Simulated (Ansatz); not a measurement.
# CH₅BFNOSi: basis-set convergence

The task here is to estimate one member of a computed series from the others.

Method: one geometry, several basis sets; program: Ansatz 0.2.0, Gaussian basis.

Levels to be run: PBE0-D4/def2-SVP; ωB97M-V/def2-SVP; PBE0-D4/def2-QZVPP; ωB97M-V/def2-QZVPP; the functionals' def2-TZVPP values are taken from earlier runs.

### Structure used throughout

The geometry comes from an earlier relaxation with PBE0-D4 in a triple-zeta def2 set; it is a stationary point, not always the lowest conformer.

SMILES `OC1(F)NB1[SiH3]`, 11 atoms, charge 0, spin multiplicity 1.

Atoms are counted from 1 here; the program's logs count them from 0.

Bond lengths: O1–C2 1.372 Å, O1–H7 0.962 Å, C2–F3 1.381 Å, C2–N4 1.394 Å, C2–B5 1.555 Å, N4–B5 1.367 Å, N4–H8 1.008 Å, B5–Si6 1.990 Å, Si6–H9 1.487 Å, Si6–H10 1.487 Å, Si6–H11 1.487 Å. Angles: C2–O1–H7 108.2°, O1–C2–F3 109.0°, O1–C2–N4 116.4°, O1–C2–B5 127.7°, F3–C2–N4 115.3°, F3–C2–B5 121.0°, N4–C2–B5 54.9°, C2–N4–B5 68.6°, C2–N4–H8 136.5°, B5–N4–H8 154.7°, C2–B5–N4 56.5°, C2–B5–Si6 157.3°, N4–B5–Si6 146.2°, B5–Si6–H9 109.2°, B5–Si6–H10 109.2°, B5–Si6–H11 112.3°, H9–Si6–H10 108.4°, H9–Si6–H11 108.8° and more.

Set-up of the first run:

Contents of in.yaml:

```yaml
crystal:
  periodic: [false, false, false]
  atoms:
    - {symbol: O, position_ang: [-0.016988, -2.378969, 0.539064]}
    - {symbol: C, position_ang: [0.662873, -1.213013, 0.293417]}
    - {symbol: F, position_ang: [1.901120, -1.278588, 0.900567]}
    - {symbol: N, position_ang: [0.670170, -0.766884, -1.027344]}
    - {symbol: B, position_ang: [0.080375, 0.143619, -0.196139]}
    - {symbol: Si, position_ang: [-0.824337, 1.910761, -0.055254]}
    - {symbol: H, position_ang: [-0.184985, -2.436228, 1.484260]}
    - {symbol: H, position_ang: [0.956843, -1.133245, -1.922037]}
    - {symbol: H, position_ang: [-2.163307, 1.728018, 0.566345]}
    - {symbol: H, position_ang: [-0.019217, 2.805029, 0.818585]}
    - {symbol: H, position_ang: [-0.997047, 2.562499, -1.380964]}
basis:
  gaussian: {orbitals: def2-SVP}
hamiltonian: {xc: pbe0, dispersion: d4}
output: {orbitals: {seedname: orbitals}}
```

Steps of the session up to this table: PBE0-D4 in def2-SVP; ωB97M-V in def2-SVP; PBE0-D4 in def2-QZVPP; ωB97M-V in def2-QZVPP.

One of the session's tables, all rows but one given; the rest of the session is left out.

It belongs to the step «Density functionals: the series». 

| functional | basis | HOMO (eV) |
| --- | --- | --- |
| PBE0-D4 | def2-SVP | -7.32 |
| PBE0-D4 | def2-TZVPP | -7.45 |
| PBE0-D4 | def2-QZVPP | -7.49 |
| ωB97M-V | def2-SVP | ? |
| ωB97M-V | def2-TZVPP | -9.69 |
| ωB97M-V | def2-QZVPP | -9.73 |

**Question.** Estimate the row for ωB97M-V, def2-SVP.

As computed: HOMO (eV): -9.54. In the column «HOMO (eV)» it lies between ωB97M-V, def2-TZVPP (-9.69) and PBE0-D4, def2-QZVPP (-7.49).
